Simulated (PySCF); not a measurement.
**InCl2: one geometry, several methods and rigid scans**

How much do the numbers for InCl2 (doublet) hang on the method? All levels run at one geometry, the PBE0 minimum. Rigid scans about the minimum follow.

Method: several methods, basis In def2-TZVP with ECP28, Cl def2-TZVP, scalar-relativistic core potentials, no spin–orbit coupling, density fitting; program: PySCF 2.14.0.

**1. Where the work starts**

3 atoms, charge 0, spin multiplicity 2.

Bond lengths: In1–Cl2 2.353 Å, In1–Cl3 2.353 Å. Angles: Cl2–In1–Cl3 119.5°.

Z-matrix (Å, degrees; charge 0 multiplicity 2):
```
In
Cl 1 2.3534
Cl 1 2.3534 2 119.49
```

**2. PBE0**

The steps are one call of a driver around PySCF; scf.py gives each level's set-up. Each SCF starts from the density of the minimum. The driver also runs the species with one electron less or more at the same geometry (cation multiplicity 1, anion multiplicity 1); their logs are not shown.

Input file scf.py:

```python
from pyscf import gto, scf, dft
mol = gto.M(atom='''
In    -0.000000    -0.000000    -0.454241
Cl     2.032895    -0.000000     0.731535
Cl    -2.032895     0.000000     0.731535''',
    basis={'In': 'def2-TZVP', 'Cl': 'def2-TZVP'},
    ecp={'In': 'def2-TZVP'},
    charge=0, spin=1)
mf = dft.UKS(mol, xc='PBE0')
mf.grids.atom_grid = (99, 590)
aux = {'In': 'def2-universal-JKFIT', 'Cl': 'def2-universal-JKFIT'}
mf = mf.density_fit(auxbasis=aux)
mf.kernel()
```

**3. HF**

scf.py: that of step 2 with these lines changed.

```diff
@@ -9,2 +9 @@
-mf = dft.UKS(mol, xc='PBE0')
-mf.grids.atom_grid = (99, 590)
+mf = scf.UHF(mol)
```

**4. MP2**

scf.py: that of step 3 with these lines changed.

```diff
@@ -12,0 +13,2 @@
+from pyscf.mp import dfump2
+dfump2.DFUMP2(mf, frozen=14).kernel()  # the driver gives MP2 a fitting basis of its own (RI)
```

**5. PBE**

scf.py: that of step 4 with these lines changed.

```diff
@@ -9 +9,2 @@
-mf = scf.UHF(mol)
+mf = dft.UKS(mol, xc='PBE')
+mf.grids.atom_grid = (99, 590)
@@ -13,2 +13,0 @@
-from pyscf.mp import dfump2
-dfump2.DFUMP2(mf, frozen=14).kernel()  # the driver gives MP2 a fitting basis of its own (RI)
```

**6. r2SCAN**

scf.py: that of step 5 with these lines changed.

```diff
@@ -9 +9 @@
-mf = dft.UKS(mol, xc='PBE')
+mf = dft.UKS(mol, xc='R2SCAN')
```

**7. B3LYP**

scf.py: that of step 6 with these lines changed.

```diff
@@ -9 +9 @@
-mf = dft.UKS(mol, xc='R2SCAN')
+mf = dft.UKS(mol, xc='B3LYP')
```

**8. TPSSh**

scf.py: that of step 7 with these lines changed.

```diff
@@ -9 +9 @@
-mf = dft.UKS(mol, xc='B3LYP')
+mf = dft.UKS(mol, xc='TPSSH')
```

**9. PBEsol**

scf.py: that of step 8 with these lines changed.

```diff
@@ -9 +9 @@
-mf = dft.UKS(mol, xc='TPSSH')
+mf = dft.UKS(mol, xc='PBEsol')
```

**10. revPBE**

scf.py: that of step 9 with these lines changed.

```diff
@@ -9 +9 @@
-mf = dft.UKS(mol, xc='PBEsol')
+mf = dft.UKS(mol, xc='PBE_R,PBE')
```

**12. Breathing scan**

A rigid scan with PBE0: all bonds to the central atom are scaled together. Each point starts from its neighbour's orbitals, and energies count from the minimum.

(Steps that only read results are left out.)

Q: Predict the outcome of this session. Wanted: atomisation energy, range; vertical ionisation energy, range; vertical electron affinity, range; gap, range; all bonds 4 % longer.

**Answer**, as computed:

| quantity | value |
| --- | --- |
| atomisation energy, range | 467 (HF) to 687 (PBEsol) kJ/mol |
| vertical ionisation energy, range | 8.85 (HF) to 9.23 (r2SCAN) eV |
| vertical electron affinity, range | 1.58 (HF) to 2.68 (MP2) eV |
| gap, range | 0.79 (PBE) to 8.66 (HF) eV |
| all bonds 4 % longer | 8.5 kJ/mol |

What this shows: The atomisation energy spreads over 219 kJ/mol, from HF to PBEsol; without a CCSD(T) value for it there is no yardstick here. Without diffuse functions electron affinities tend to come out too low. The well is lopsided, 11.3 kJ/mol for 4 % shorter bonds against 8.5 for 4 % longer ones. A two-component treatment could change these values noticeably.
